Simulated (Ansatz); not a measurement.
# Zr3SnO8: the cell at several levels of theory, part 3 of 3

The system is Zr3SnO8 built on the rutile host prototype, a generated structure that needn't be the ground state.

Ansatz 0.2.0, plane waves. Earlier steps stand in the parts before.

### 4 PBEsol: cell and atoms

Start: the result of step 2.

input.yaml

```yaml
crystal:
  lattice:
    - [3.445324456, -3.4668968698, 0.0]
    - [3.445324456, 3.4668968698, 0.0]
    - [0.0, 0.0, 6.5180060047]
  atoms:
    - { symbol: Zr, position: [0.5, 0.5, 0.0] }
    - { symbol: Zr, position: [0.0, 0.0, 0.7493460832] }
    - { symbol: O, position: [0.1936619749, 0.1936619749, 0.0] }
    - { symbol: O, position: [0.8063380251, 0.8063380251, 0.0] }
    - { symbol: O, position: [0.6942638504, 0.3057361496, 0.748121803] }
    - { symbol: O, position: [0.3057361496, 0.6942638504, 0.748121803] }
    - { symbol: Sn, position: [0.5, 0.5, 0.5] }
    - { symbol: Zr, position: [0.0, 0.0, 0.2506539168] }
    - { symbol: O, position: [0.19576189, 0.19576189, 0.5] }
    - { symbol: O, position: [0.80423811, 0.80423811, 0.5] }
    - { symbol: O, position: [0.6942638504, 0.3057361496, 0.251878197] }
    - { symbol: O, position: [0.3057361496, 0.6942638504, 0.251878197] }
kpoints:
  mp_grid: { grid: [6, 6, 4] }
hamiltonian:
  xc: pbesol
scf:
  occupations: { method: fermi_dirac, width: 0.02 }
relax:
  f_tol: 0.005
  cell: {}
```

Log:

```text
Engine: ansatz 0.2.0, x86_64-unknown-linux-gnu
Pseudopotentials: kind: paw
Pseudopotential: Zr, paw, valence charge 12, recommended cutoff 420 eV (normal), Zr.paw.azcp
Pseudopotential: O, paw, valence charge 6, recommended cutoff 420 eV (normal), O.paw.azcp
Pseudopotential: Sn, paw, valence charge 14, recommended cutoff 420 eV (normal), Sn.paw.azcp
Functional definition: PBEsol
  exchange = pbesol_x
  correlation = pbesol_c
Crystal: 12 atoms, lattice volume = 155.710 Å³
Basis set: ecut = 420 eV, 3049 PW (Γ), exchange–correlation on 72×72×90 points (8 copies of the dense FFT grid, shifted against one another)
Bands: 61, of which v1, the nominal top of the filled ones, is band 49 counted from 1 (48 counted from 0)
Symmetry: 8 space group operations
Space group: Cmmm (ITA 65), of the structure as read, at distance tolerance 5.4e-5 Å
k-points: 39 of 144
Non-local potential: Zr, projectors of the file, l = 0: 3, l = 1: 2, l = 2: 2, l = 3: 2
Non-local potential: O, projectors of the file, l = 0: 2, l = 1: 2, l = 2: 1
Non-local potential: Sn, projectors of the file, l = 0: 2, l = 1: 2, l = 2: 2, l = 3: 2
PAW form: soft (Blöchl's): semilocal exchange-correlation on the pseudo side does not see the compensation charge
PAW frozen core: Zr, regenerated for the run's functional, and the local potential with it (the file was generated under x = pbe(κ = 0.804, μ = 0.2195149727645171), c = pbe(β = 0.06672455060314922))
PAW frozen core: O, regenerated for the run's functional, and the local potential with it (the file was generated under x = pbe(κ = 0.804, μ = 0.2195149727645171), c = pbe(β = 0.06672455060314922))
PAW frozen core: Sn, regenerated for the run's functional, and the local potential with it (the file was generated under x = pbe(κ = 0.804, μ = 0.2195149727645171), c = pbe(β = 0.06672455060314922))
PAW one-centre angular grid: Zr, 590 points (default); XC on 64 Gauss nodes
PAW one-centre angular grid: O, 110 points (default); XC on 64 Gauss nodes
PAW one-centre angular grid: Sn, 590 points (default); XC on 64 Gauss nodes
Initial density: superposition of atomic densities (neutral atoms: chi_scale 0, normalization atom), corrected by the library's trained network
Initial wavefunctions: pseudopotential atomic-orbital guess
Functional: x = pbesol(κ = 0.804, μ = 0.12345679012345678), c = pbesol(β = 0.046)
SCF iter   1: F=—  HF=-22837.917801 eV  |F-HF|=—  |Δ(HF+E_count)|=         —  Δρ=1.51e-2  dr2=2.89e-1  ethr=1.77e-3  ⟨swp⟩=6.2  Hψ=8972  notcnv=0  defer=2
preconditioner: auto → Resta (q_TF=auto, 2.526 Å⁻¹)  ε∞=4.0  [insulator: Δε(μ)=2.363 eV  Ē_g=16.481 eV  σ=0.020 eV  W_gap=1.00  n_scr=36 (ndim 8)  ℏωp=28.5 eV  f_vac=0.030  D(μ)=0.00/eV (n_scr^D=0)  ε∞_Penn≈4.0]
SCF iter   2: F=—  HF=-22837.850768 eV  |F-HF|=—  |Δ(HF+E_count)|=   6.70e-2  Δρ=3.85e-3  dr2=1.86e-2  ethr=2.95e-4  ⟨swp⟩=2.0  Hψ=4076  notcnv=0  defer=174
SCF iter   3: F=—  HF=-22837.846945 eV  |F-HF|=—  |Δ(HF+E_count)|=   3.82e-3  Δρ=1.43e-3  dr2=2.94e-3  ethr=1.90e-5  ⟨swp⟩=2.1  Hψ=3696  notcnv=0  defer=174
SCF iter   4: F=—  HF=-22837.846702 eV  |F-HF|=—  |Δ(HF+E_count)|=   2.44e-4  Δρ=5.78e-4  dr2=4.41e-4  ethr=3.00e-6  ⟨swp⟩=2.1  Hψ=4289  notcnv=0  defer=174
SCF iter   5: F=—  HF=-22837.846521 eV  |F-HF|=—  |Δ(HF+E_count)|=   1.81e-4  Δρ=2.18e-4  dr2=6.27e-5  ethr=4.50e-7  ⟨swp⟩=2.0  Hψ=3411  notcnv=0  defer=174
SCF iter   6: F=—  HF=-22837.846933 eV  |F-HF|=—  |Δ(HF+E_count)|=   4.12e-4  Δρ=5.04e-5  dr2=3.84e-6  ethr=6.40e-8  ⟨swp⟩=2.0  Hψ=3358  notcnv=0  defer=174
SCF iter   7: F=—  HF=-22837.846936 eV  |F-HF|=—  |Δ(HF+E_count)|=   3.40e-6  Δρ=2.81e-5  dr2=1.14e-6  ethr=3.92e-9  ⟨swp⟩=2.0  Hψ=3373  notcnv=0  defer=174
SCF iter   8: F=—  HF=-22837.846936 eV  |F-HF|=—  |Δ(HF+E_count)|=   1.37e-7  Δρ=1.21e-5  dr2=2.26e-7  ethr=1.16e-9  ⟨swp⟩=2.0  Hψ=3411  notcnv=0  defer=174
SCF iter   9: F=-22837.846936 eV  HF=-22837.846936 eV  |F-HF|=2.62e-9  |Δ(HF+E_count)|=   2.94e-8  Δρ=3.01e-6  dr2=1.69e-8  ethr=1.02e-10  ⟨swp⟩=4.0  Hψ=7383  notcnv=0
SCF 1 converged in 9 iterations: F = -22837.846936 eV  dr2 = 1.69e-8
relax step   1: F+E_penalty+E_count = -22837.84693644 eV  Δ(F+E_penalty+E_count) = +0.000e0 eV  max|allowed force component| = 6.057e-2 eV/Å  Δτ_max = 0.0000 Å  P = -5.609 GPa  Ω = 155.710 Å³  (9 SCF iters, dr2 threshold 1.00e-7 eV, accepted)
Crystal: 12 atoms, lattice volume = 150.578 Å³
Basis set: ecut = 420 eV, 2933 PW (Γ), exchange–correlation on 72×72×90 points (8 copies of the dense FFT grid, shifted against one another)
Initial density: handed on by an earlier stage of this run
Initial wavefunctions: those handed on with the density
iter 1 solved again at ethr=4.11e-5 eV; its pass at ethr=3.10e-3 eV (dr2=4.03e-2 eV) is discarded
SCF iter   1: F=—  HF=-22837.952959 eV  |F-HF|=—  |Δ(HF+E_count)|=         —  Δρ=5.04e-3  dr2=4.02e-2  ethr=4.11e-5  ⟨swp⟩=2.7  Hψ=12260  notcnv=0
preconditioner: auto → Resta (q_TF=auto, 2.540 Å⁻¹)  ε∞=4.0  [insulator: Δε(μ)=2.695 eV  Ē_g=16.760 eV  σ=0.020 eV  W_gap=1.00  n_scr=36 (ndim 8)  ℏωp=29.0 eV  f_vac=0.009  D(μ)=0.00/eV (n_scr^D=0)  ε∞_Penn≈4.0]
SCF iter   2: F=—  HF=-22837.942160 eV  |F-HF|=—  |Δ(HF+E_count)|=   1.08e-2  Δρ=1.73e-3  dr2=7.22e-3  ethr=4.10e-5  ⟨swp⟩=2.3  Hψ=3869  notcnv=0
SCF iter   3: F=—  HF=-22837.940590 eV  |F-HF|=—  |Δ(HF+E_count)|=   1.57e-3  Δρ=8.76e-4  dr2=1.64e-3  ethr=7.37e-6  ⟨swp⟩=2.2  Hψ=3738  notcnv=0
SCF iter   4: F=—  HF=-22837.940235 eV  |F-HF|=—  |Δ(HF+E_count)|=   3.55e-4  Δρ=3.01e-4  dr2=1.55e-4  ethr=1.68e-6  ⟨swp⟩=2.0  Hψ=3485  notcnv=0
SCF iter   5: F=—  HF=-22837.940528 eV  |F-HF|=—  |Δ(HF+E_count)|=   2.93e-4  Δρ=2.46e-4  dr2=7.88e-5  ethr=1.58e-7  ⟨swp⟩=2.0  Hψ=3570  notcnv=0
SCF iter   6: F=—  HF=-22837.940514 eV  |F-HF|=—  |Δ(HF+E_count)|=   1.32e-5  Δρ=4.06e-5  dr2=1.77e-6  ethr=8.04e-8  ⟨swp⟩=2.0  Hψ=3519  notcnv=0
SCF iter   7: F=-22837.940517 eV  HF=-22837.940517 eV  |F-HF|=2.01e-8  |Δ(HF+E_count)|=   2.12e-6  Δρ=1.07e-5  dr2=1.57e-7  ethr=1.22e-9  ⟨swp⟩=4.8  Hψ=7602  notcnv=0
SCF 2 converged in 7 iterations: F = -22837.940517 eV  dr2 = 1.57e-7
relax step   2: F+E_penalty+E_count = -22837.94051651 eV  Δ(F+E_penalty+E_count) = -9.358e-2 eV  max|allowed force component| = 1.375e-1 eV/Å  Δτ_max = 0.0007 Å  P = +1.347 GPa  Ω = 150.578 Å³  energy of the carried Pulay correction = +2.264e-2 eV  (7 SCF iters, dr2 threshold 1.20e-6 eV, accepted)
Crystal: 12 atoms, lattice volume = 151.489 Å³
Basis set: ecut = 420 eV, 2961 PW (Γ), exchange–correlation on 72×72×90 points (8 copies of the dense FFT grid, shifted against one another)
iter 1 solved again at ethr=2.17e-6 eV; its pass at ethr=3.10e-3 eV (dr2=2.12e-3 eV) is discarded
SCF iter   1: F=—  HF=-22837.941270 eV  |F-HF|=—  |Δ(HF+E_count)|=         —  Δρ=9.80e-4  dr2=1.95e-3  ethr=2.17e-6  ⟨swp⟩=2.2  Hψ=11551  notcnv=0
preconditioner: auto → Resta (q_TF=auto, 2.537 Å⁻¹)  ε∞=4.0  [insulator: Δε(μ)=2.662 eV  Ē_g=16.722 eV  σ=0.020 eV  W_gap=1.00  n_scr=36 (ndim 8)  ℏωp=28.9 eV  f_vac=0.019  D(μ)=0.00/eV (n_scr^D=0)  ε∞_Penn≈4.0]
SCF iter   2: F=—  HF=-22837.940937 eV  |F-HF|=—  |Δ(HF+E_count)|=   3.32e-4  Δρ=3.95e-4  dr2=3.70e-4  ethr=1.99e-6  ⟨swp⟩=2.0  Hψ=3321  notcnv=0
SCF iter   3: F=—  HF=-22837.941110 eV  |F-HF|=—  |Δ(HF+E_count)|=   1.73e-4  Δρ=2.17e-4  dr2=8.24e-5  ethr=3.77e-7  ⟨swp⟩=2.1  Hψ=3483  notcnv=0
SCF iter   4: F=—  HF=-22837.941097 eV  |F-HF|=—  |Δ(HF+E_count)|=   1.26e-5  Δρ=6.85e-5  dr2=7.86e-6  ethr=8.40e-8  ⟨swp⟩=2.0  Hψ=3492  notcnv=0
SCF iter   5: F=—  HF=-22837.941100 eV  |F-HF|=—  |Δ(HF+E_count)|=   2.24e-6  Δρ=4.95e-5  dr2=3.28e-6  ethr=8.02e-9  ⟨swp⟩=2.0  Hψ=3595  notcnv=0
SCF iter   6: F=-22837.941099 eV  HF=-22837.941099 eV  |F-HF|=6.65e-8  |Δ(HF+E_count)|=   4.84e-7  Δρ=1.03e-5  dr2=1.10e-7  ethr=1.22e-9  ⟨swp⟩=3.0  Hψ=8929  notcnv=0
SCF 3 converged in 6 iterations: F = -22837.941099 eV  dr2 = 1.10e-7
relax step   3: F+E_penalty+E_count = -22837.94109918 eV  Δ(F+E_penalty+E_count) = -5.827e-4 eV  max|allowed force component| = 1.687e-2 eV/Å  Δτ_max = 0.0036 Å  P = -0.047 GPa  Ω = 151.489 Å³  energy of the carried Pulay correction = +1.856e-2 eV  (6 SCF iters, dr2 threshold 1.20e-6 eV, accepted)
[... 8 lines left out ...]
relax step   4: F+E_penalty+E_count = -22837.94132137 eV  Δ(F+E_penalty+E_count) = -2.222e-4 eV  max|allowed force component| = 7.625e-3 eV/Å  Δτ_max = 0.0006 Å  P = -0.008 GPa  Ω = 151.450 Å³  energy of the carried Pulay correction = +1.873e-2 eV  (4 SCF iters, dr2 threshold 2.53e-8 eV, accepted)
[... 10 lines left out ...]
relax step   5: F+E_penalty+E_count = -22837.94140743 eV  Δ(F+E_penalty+E_count) = -8.606e-5 eV  max|allowed force component| = 8.202e-4 eV/Å  Δτ_max = 0.0004 Å  P = +0.000 GPa  Ω = 151.434 Å³  energy of the carried Pulay correction = +1.881e-2 eV  (5 SCF iters, dr2 threshold 3.63e-9 eV, accepted)
[... 9 lines left out ...]
relax step   6: F+E_penalty+E_count = -22837.92530060 eV  Δ(F+E_penalty+E_count) = +1.611e-2 eV  max|allowed force component| = 1.855e-3 eV/Å  Δτ_max = 0.0000 Å  P = -0.183 GPa  Ω = 151.434 Å³  stress off target by 1.90e-1 GPa  SCF on the basis re-selected at this cell (its energy is not comparable with the rows above)  (6 SCF iters)
[... 11 lines left out ...]
relax step   7: F+E_penalty+E_count = -22837.92599151 eV  Δ(F+E_penalty+E_count) = -6.909e-4 eV  max|allowed force component| = 1.515e-3 eV/Å  Δτ_max = 0.0002 Å  P = +0.000 GPa  Ω = 151.297 Å³  energy of the carried Pulay correction = +6.115e-4 eV  (5 SCF iters, dr2 threshold 8.98e-8 eV, accepted)
iter 1 solved again at ethr=5.82e-8 eV; its pass at ethr=3.10e-3 eV (dr2=5.70e-5 eV) is discarded
SCF iter   1: F=—  HF=-22837.924895 eV  |F-HF|=—  |Δ(HF+E_count)|=         —  Δρ=1.21e-5  dr2=9.71e-8  ethr=5.82e-8  ⟨swp⟩=3.7  Hψ=16273  notcnv=0
preconditioner: auto → Resta (q_TF=auto, 2.538 Å⁻¹)  ε∞=4.0  [insulator: Δε(μ)=2.667 eV  Ē_g=16.725 eV  σ=0.020 eV  W_gap=1.00  n_scr=36 (ndim 8)  ℏωp=29.0 eV  f_vac=0.016  D(μ)=0.00/eV (n_scr^D=0)  ε∞_Penn≈4.0]
SCF iter   2: F=—  HF=-22837.925327 eV  |F-HF|=—  |Δ(HF+E_count)|=   4.32e-4  Δρ=5.37e-6  dr2=1.91e-8  ethr=9.91e-11  ⟨swp⟩=2.9  Hψ=4899  notcnv=0
SCF iter   3: F=—  HF=-22837.925327 eV  |F-HF|=—  |Δ(HF+E_count)|=   2.11e-9  Δρ=2.96e-6  dr2=3.24e-9  ethr=1.95e-11  ⟨swp⟩=2.0  Hψ=3267  notcnv=0
SCF iter   4: F=—  HF=-22837.925327 eV  |F-HF|=—  |Δ(HF+E_count)|=   4.49e-9  Δρ=6.34e-7  dr2=5.27e-10  ethr=3.30e-12  ⟨swp⟩=2.0  Hψ=3428  notcnv=0
SCF iter   5: F=-22837.925327 eV  HF=-22837.925327 eV  |F-HF|=3.64e-12  |Δ(HF+E_count)|=  4.00e-11  Δρ=2.55e-7  dr2=1.01e-10  ethr=1.00e-12  ⟨swp⟩=6.6  Hψ=9191  notcnv=0
SCF 8 converged in 5 iterations: F = -22837.925327 eV  dr2 = 1.01e-10
relax step   8: F+E_penalty+E_count = -22837.92532708 eV  Δ(F+E_penalty+E_count) = +6.644e-4 eV  max|allowed force component| = 1.468e-3 eV/Å  Δτ_max = 0.0000 Å  P = -0.004 GPa  Ω = 151.297 Å³  stress off target by 4.29e-3 GPa  SCF on the basis re-selected at this cell (its energy is not comparable with the rows above)  (5 SCF iters)
basis re-selected at this cell: Δ(F+E_penalty+E_count) = +6.644e-4 eV, ΔP = -0.004 GPa vs the last step (what re-selecting the basis moved, of the pressure what is left beyond the Pulay correction that the steps carried, after the strain that the cell walked since its last selection, with what the two solves' SCF thresholds leave and, on support functions, any second-order correction that the steps lacked; it is no measure of the basis error at this ecutwfc). This SCF's stress stands 4.29e-3 GPa from its target on what of the cell is left free (relax.cell.stress_tol is 5.00e-2 GPa) and its largest allowed force component is 1.47e-3 eV/Å (relax.f_tol is 5.00e-3 eV/Å): within both
SCF converged after 5 iterations
Free energy (F): -22837.925327 eV
Harris-Foulkes:  -22837.925327 eV  (|F-HF|=3.64e-12)
Internal energy: -22837.925327 eV  (E = F + TS)
E sigma→0 (E₀):  -22837.925327 eV
Fermi energy:    10.370338 eV
--- Per-component energies (eV) ---
  E_band       = -444.949190
  E_kinetic    = 2595.326315
  E_local      = -5624.569045  (includes V_loc(G=0)·N_el)
  E_nonlocal   = 589.751852
  E_hartree    = 2155.378703
  E_xc         = -1444.986198
  E_vxc        = -1418.721848  (∫ρ·V_xc dr)
  E_paw        = -13991.940854  (= ΣΔE_a)
  E_vpaw       = -897.513354  (= ΣTr[D̂ρ^β])
  E_aug_tail   = 0.019871  (compensation charges beyond the density's cutoff)
  E_ewald      = -7117.970276
  E_core_change = 1.064304  (= ΣΔE_core)
  E_smearing   = -0.000000  (= −TS)
  E_closure    = -0.000000  (closes the sum)
  Σ components = -22837.925327   (vs F -22837.925327, Δ=0.00e0)
--- Forces (eV/Å), atoms counted from 1 ---
  atom   1  Zr    -0.00000000    -0.00000000     0.00000000
  atom   2  Zr    -0.00000000     0.00000000     0.00038571
  atom   3  O      0.00003739    -0.00000000    -0.00000000
  atom   4  O     -0.00003739     0.00000000     0.00000000
  atom   5  O      0.00000000    -0.00146806     0.00032737
  atom   6  O      0.00000000     0.00146806     0.00032737
  atom   7  Sn    -0.00000000     0.00000000     0.00000000
  atom   8  Zr     0.00000000    -0.00000000    -0.00038571
  atom   9  O     -0.00046809    -0.00000000     0.00000000
  atom  10  O      0.00046809     0.00000000    -0.00000000
  atom  11  O     -0.00000000    -0.00146806    -0.00032737
  atom  12  O      0.00000000     0.00146806    -0.00032737
  max |Σ_I F_I| component: 4.34e-19 eV/Å
--- Stress (GPa, compression-positive) ---
       -0.003361      -0.000000       0.000000
       -0.000000      -0.004287      -0.000000
        0.000000      -0.000000      -0.003542
  P = ⅓ Tr σ = -0.0037 GPa (-0.037 kbar)
--- Band table (eV; the first three rows and the last of 39) ---
  k-point 0: bands = ["-38.4791", "-38.3937", "-38.3385", "-17.2167", "-16.9008", "-16.8409", "-16.8203", "-16.5685", "-16.5578", "-16.5047", "-16.4723", "-16.3078", "-11.3308", "-11.2731", "-10.8337", "-10.7788", "-10.7683", "-8.6064", "-7.5893", "-7.4430", "-7.3489", "-6.7201", "-6.5268", "-6.4542", "-6.4395", "2.2024", "4.3221", "4.4306", "4.9516", "5.2836", "5.2981", "5.3880", "5.4040", "5.7675", "6.1944", "6.4009", "6.4633", "6.9541", "7.0020", "7.1545", "7.1987", "7.2016", "7.5270", "8.0524", "8.1399", "8.2633", "8.4178", "8.4761", "9.0366", "11.7035", "13.0025", "13.5768", "13.9407", "13.9680", "14.0733", "14.2246", "14.2292", "14.3794", "15.4474", "16.7066", "16.8246"]
  k-point 1: bands = ["-38.4788", "-38.3859", "-38.3467", "-17.0966", "-16.8759", "-16.8373", "-16.8256", "-16.5849", "-16.5829", "-16.4928", "-16.4760", "-16.4553", "-11.3126", "-11.2586", "-10.8248", "-10.7788", "-10.7681", "-8.4419", "-7.5894", "-7.4835", "-7.3695", "-6.9919", "-6.6397", "-6.4453", "-6.1794", "2.3396", "4.0679", "4.6066", "4.8933", "5.0755", "5.1305", "5.4125", "5.8510", "5.9602", "6.2688", "6.3085", "6.3466", "6.5866", "6.9423", "7.0173", "7.4321", "7.6149", "7.6890", "7.8761", "8.0686", "8.1448", "8.3115", "8.3936", "8.9215", "12.1540", "13.3234", "13.3635", "13.8356", "13.9234", "13.9777", "14.1728", "14.3592", "14.4480", "15.3705", "16.3534", "16.8534"]
  k-point 2: bands = ["-38.4786", "-38.3679", "-38.3650", "-16.8451", "-16.8410", "-16.8336", "-16.7870", "-16.7818", "-16.6151", "-16.5983", "-16.4841", "-16.4786", "-11.2950", "-11.2439", "-10.8154", "-10.7788", "-10.7678", "-8.0784", "-7.9870", "-7.3375", "-7.3274", "-7.1446", "-6.7928", "-6.4623", "-6.0238", "2.5122", "3.8477", "4.6726", "4.7046", "4.9907", "5.2931", "5.7187", "5.8205", "5.8985", "6.0276", "6.4099", "6.5619", "6.7833", "6.8873", "6.8921", "7.0072", "7.7108", "7.7655", "7.9511", "8.0051", "8.1436", "8.3368", "8.4872", "8.5865", "12.9474", "13.2192", "13.2267", "13.7110", "13.8849", "13.8897", "14.3360", "14.3375", "14.5024", "15.2835", "15.9430", "16.8152"]
  k-point 38: bands = ["-38.4768", "-38.3676", "-38.3663", "-16.8716", "-16.8600", "-16.8275", "-16.7905", "-16.7849", "-16.6224", "-16.6088", "-16.4730", "-16.4671", "-11.3000", "-11.2465", "-10.8165", "-10.7729", "-10.7686", "-7.8681", "-7.8460", "-7.4199", "-7.3044", "-7.2064", "-6.8454", "-6.5410", "-6.0803", "2.2481", "3.9086", "4.3379", "4.4657", "4.7082", "5.5572", "5.6694", "5.8956", "6.1400", "6.6754", "6.7116", "6.7545", "7.2260", "7.3570", "7.4351", "7.4602", "7.5446", "7.5456", "7.5892", "7.6367", "8.0926", "8.1422", "8.2040", "8.3186", "13.0383", "13.4147", "13.6332", "13.6597", "13.8592", "14.0654", "14.1726", "14.1766", "14.1996", "14.5452", "16.5904", "17.2122"]
--- Relaxed structure (6 steps of the walk, 6 accepted, 2 SCFs on fresh bases) ---
  F+E_penalty+E_count = -22837.92532708 eV   max|allowed force component| = 1.468e-3 eV/Å   (the final SCF, on the basis selected at the relaxed cell)
  cell:  # Å, volume = 151.2968 Å³
    - [3.4091560992653056, -3.4308699864666172, 0.0]
    - [3.4091560992653056, 3.4308699864666172, 0.0]
    - [0.0, 0.0, 6.467679694413079]
  atoms:
    - { symbol: Zr, position: [0.4999999999999999, 0.4999999999999999, -1.5594332622158165e-21] }
    - { symbol: Zr, position: [2.5322909810885593e-21, -7.379118499764642e-23, 0.7492850727784611] }
    - { symbol: O, position: [0.19376802715468497, 0.19376802715468497, -1.5594332622158165e-21] }
    - { symbol: O, position: [0.8062319728453148, 0.8062319728453148, -1.5594332622158165e-21] }
    - { symbol: O, position: [0.694296013054264, 0.30570398694573575, 0.7476477524921858] }
    - { symbol: O, position: [0.30570398694573575, 0.694296013054264, 0.7476477524921858] }
    - { symbol: Sn, position: [0.4999999999999999, 0.4999999999999999, 0.5] }
    - { symbol: Zr, position: [2.5322909810885593e-21, -7.379118499764642e-23, 0.2507149272215388] }
    - { symbol: O, position: [0.19627469956824253, 0.19627469956824253, 0.5] }
    - { symbol: O, position: [0.8037253004317574, 0.8037253004317574, 0.5] }
    - { symbol: O, position: [0.694296013054264, 0.30570398694573575, 0.2523522475078142] }
    - { symbol: O, position: [0.30570398694573575, 0.694296013054264, 0.2523522475078142] }
```

Run time: 22 s. Hardware: 1 × NVIDIA H100 80GB HBM3 with 2 threads of AMD EPYC 7R13 (Zen 3), shared host; peak host memory 1.2 GiB.

Step by step:

```
step  energy change (meV/atom)  largest force (eV/Å)  pressure (GPa)  volume (Å³/atom)
   1                       0.0                0.0606           -5.61            12.976
   2                      -7.8                0.1375            1.35            12.548
   3                      -7.8                0.0169           -0.05            12.624
   4                      -7.9                0.0076           -0.01            12.621
   5                      -7.9                0.0008            0.00            12.619
   6                      -6.5                0.0019           -0.18            12.619
   7                      -6.6                0.0015            0.00            12.608
   8                      -6.5                0.0015            0.00            12.608
```

Steps 6, 8 solve the same cell on a plane-wave basis chosen anew, so the energy can jump there without a move.

The table lists every geometry solved, with passes on a fresh basis, whose energies don't compare exactly with the rows above.

|  | before | after | change |
| --- | --- | --- | --- |
| a (Å) | 6.891 | 6.818 | -1.05 % |
| b (Å) | 6.934 | 6.862 | -1.04 % |
| c (Å) | 6.518 | 6.468 | -0.77 % |
| volume (Å³/atom) | 12.976 | 12.608 | -2.83 % |
| shortest distance (Å) | 2.096 | 2.071 | -1.22 % |
| space group | Cmmm | Cmmm | same |

### 5 All levels compared

What follows sums up all 3 parts.

```
 level  a (Å)  b (Å)  c (Å)  volume (Å³/atom)  space group  SCF geometries
   PBE  6.891  6.934  6.518            12.976         Cmmm               9
r2SCAN  6.831  6.872  6.489            12.693         Cmmm               6
PBEsol  6.818  6.862  6.468            12.608         Cmmm               8
```

What this shows: The first relaxation changed the volume by -13.6 % from the start. PBEsol gives the smallest cell and PBE the largest; they differ by 2.9 % in volume, a mean of 1.0 % in length. The meshes differ: PBE 4×4×4, r2SCAN 6×6×4, PBEsol 6×6×4.
